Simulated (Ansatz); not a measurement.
**CH3F2In: shape, modes and thermochemistry**

The task is to find a stationary geometry of CH3F2In, check the end point by its vibrations and derive ideal-gas thermochemistry, and look at its orbitals and charge.

Computed with Ansatz 0.2.0, Gaussian basis. Level: RKS PBE0-D4/def2-TZVP.

Plan: relaxation at PBE0-D4/def2-TZVP; harmonic vibrations at the same level; a single point in def2-TZVPP for the fields.

### Step 1. Where the work starts

SMILES `F[CH](F)[InH2]`, 7 atoms, charge 0, spin multiplicity 1.

Atoms are counted from 1 here; the program's logs count them from 0.

Bond lengths: F1–C2 1.383 Å, C2–F3 1.379 Å, C2–In4 2.260 Å, C2–H5 1.098 Å, In4–H6 1.732 Å, In4–H7 1.732 Å. Angles: F1–C2–F3 105.3°, F1–C2–In4 99.9°, F1–C2–H5 106.7°, F3–C2–In4 100.8°, F3–C2–H5 107.1°, In4–C2–H5 134.2°, C2–In4–H6 118.7°, C2–In4–H7 117.6°, H6–In4–H7 122.7°.

The start is a GFN2-xTB geometry. In takes the def2 core potential; no spin-orbit term is included.

### Step 2. Relaxation at PBE0-D4/def2-TZVP

Contents of in.yaml:

```yaml
crystal:
  periodic: [false, false, false]
  atoms:
    - {symbol: F, position_ang: [-0.211730, -1.183090, 1.321980]}
    - {symbol: C, position_ang: [0.699230, -0.378970, 0.660960]}
    - {symbol: F, position_ang: [1.319670, -1.205930, -0.252140]}
    - {symbol: In, position_ang: [-0.704300, 0.764780, -0.691060]}
    - {symbol: H, position_ang: [1.457370, -0.087360, 1.400340]}
    - {symbol: H, position_ang: [-2.233440, 1.276760, -0.059650]}
    - {symbol: H, position_ang: [-0.326810, 0.813820, -2.380420]}
basis:
  gaussian: {orbitals: def2-TZVP}
hamiltonian: {xc: pbe0, dispersion: d4}
relax: {f_tol: 0.005, max_steps: 150}
```

Run with:

```bash
ansatz run in.yaml --threads 2 --pin off --events-out ev --progress --plain --max-ram 4352MiB
```

After this run come: Force constants and modes; Orbitals, density and potential.

**Question.** What will the summary of the whole plan be? Wanted: point group; shift from the start; total energy; dispersion term; dipole moment; lowest, highest wavenumber; zero-point energy; HOMO, LUMO.

As calculated:

| quantity | value |
| --- | --- |
| point group | Cs |
| steps | 35 |
| shift from the start (rms) | 0.784 Å |
| total energy | -11688.5815 eV |
| dispersion term | -91 meV |
| dipole moment | 1.94 D |
| lowest, highest wavenumber | 29, 3049 cm⁻¹ |
| zero-point energy | 20.6 kcal/mol |
| entropy at 298.15 K | 345.2 J/(mol K) |
| HOMO, LUMO | -7.43, -2.08 eV |

The atoms moved 0.78 Å (rms) from the start; the bond that changed most is C2–In4, from 2.260 to 2.215 Å. No mode is imaginary: a true minimum at this level. The stiffest mode, 3049 cm⁻¹, is a C–H stretch, and 3 modes under 200 cm⁻¹ make the vibrational entropy uncertain. Harmonic hybrid wavenumbers usually lie a few per cent above measured fundamentals. The largest Mulliken charge, +0.44 e, sits on In4. The HOMO lies mostly on C2 34 %; In4 13 % and the LUMO on In4 52 %; H6, H7 about 16 % each.
